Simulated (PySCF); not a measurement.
# BiH: bond curves at several levels of theory

Aim: find the lowest electronic state of BiH, scan its bond at several levels of theory, and get bond length, wavenumber and dissociation energy from each curve.

The runs use PySCF 2.14.0; Bi aug-cc-pVDZ-PP with ECP60, H aug-cc-pVDZ, scalar-relativistic core potentials.

## (1) The job

A driver script around PySCF takes these settings:

```yaml
atoms: Bi, H
charge: 0
basis: Bi aug-cc-pVDZ-PP with ECP60, H aug-cc-pVDZ
Hamiltonian: scalar-relativistic core potentials
basis_functions: 41
electrons_treated: 24
masses_in_u: 208.9804, 1.0078
levels: PBE0, PBE, r²SCAN, BHandHLYP, PBEsol, revPBE, LC-ωPBE, HF, MP2, SCS-MP2, CCSD, CCSD(T)
grid: 80 radial by 434 angular points
occupations: held fixed by the projection of orbital angular momentum
dissociation_limit: Bi + H, each in its ground configuration
starting_distance_in_angstrom: 1.780
values_of_2S_to_try: 0, 2, 4
```

Further steps of the session: PBE0 along the bond; Higher solutions at PBE0; PBE; r²SCAN; BHandHLYP; PBEsol; revPBE; LC-ωPBE; UHF; Adding correlation.

What does the calculation give? Wanted: for each run, Re; ωe; De; μ.

The runs gave:

Lowest PBE0 solution found, without spin–orbit coupling: ³Σ⁻ (triplet), unpaired electrons π ↑↑. State 2 has its PBE0 minimum 0.34 eV higher, as a spin-mixed determinant (⟨S²⟩ = 1.00), so this is no gap between pure states. State 3 has its PBE0 minimum 1.24 eV higher. The other levels ran on the lowest alone.

| level | Re (Å) | ωe (cm⁻¹) | De (eV) | μ (D) |
| --- | --- | --- | --- | --- |
| UHF | 1.793 | 1842 | 1.26 | -0.65 |
| UHF-MP2 | 1.788 | 1838 | 1.98 | n/a |
| UHF-SCS-MP2 | 1.794 | 1831 | 2.07 | n/a |
| UHF-CCSD | 1.804 | 1751 | 2.16 | n/a |
| UHF-CCSD(T) | 1.806 | 1739 | 2.19 | n/a |
| PBE | 1.823 | 1726 | 2.42 | -0.75 |
| PBEsol | 1.816 | 1746 | 2.55 | -0.67 |
| revPBE | 1.827 | 1713 | 2.34 | -0.79 |
| r²SCAN | 1.807 | 1781 | 2.37 | -0.69 |
| PBE0 | 1.804 | 1797 | 2.32 | -0.69 |
| BHandHLYP | 1.794 | 1836 | 2.37 | -0.70 |
| LC-ωPBE | 1.783 | 1879 | 2.24 | -0.62 |

De is counted to Bi + H in their ground configurations. A positive dipole means Bi(−)H(+).

Differences from CCSD(T) in the same basis:

```csv
level,Re (mÅ),ωe (%)
UHF,-14,+6.0
UHF-MP2,-18,+5.7
UHF-SCS-MP2,-13,+5.3
UHF-CCSD,-2,+0.7
PBE,+17,-0.7
PBEsol,+10,+0.4
revPBE,+21,-1.5
r²SCAN,+1,+2.4
PBE0,-3,+3.4
BHandHLYP,-12,+5.6
LC-ωPBE,-24,+8.1
```

Judged by CCSD(T) in the same basis: best bond length r²SCAN (+1 mÅ), worst LC-ωPBE (-24 mÅ); best wavenumber PBEsol (+0.4 %), worst LC-ωPBE (+8.1 %). Hartree–Fock falls on the short and stiff side, its usual fault. PBE gives a bond that is too long and too soft, as GGAs tend to. CCSD(T) in a basis this small is itself some way from its limit, more so than the functionals. Of the levels with a De here, UHF gives the least (1.26 eV) and PBEsol the most (2.55 eV).

Correlated steps freeze 4 core orbitals. Spin–orbit coupling is left out, which matters for elements this heavy, above all for dissociation energies. With spin–orbit coupling the term label itself may not hold.
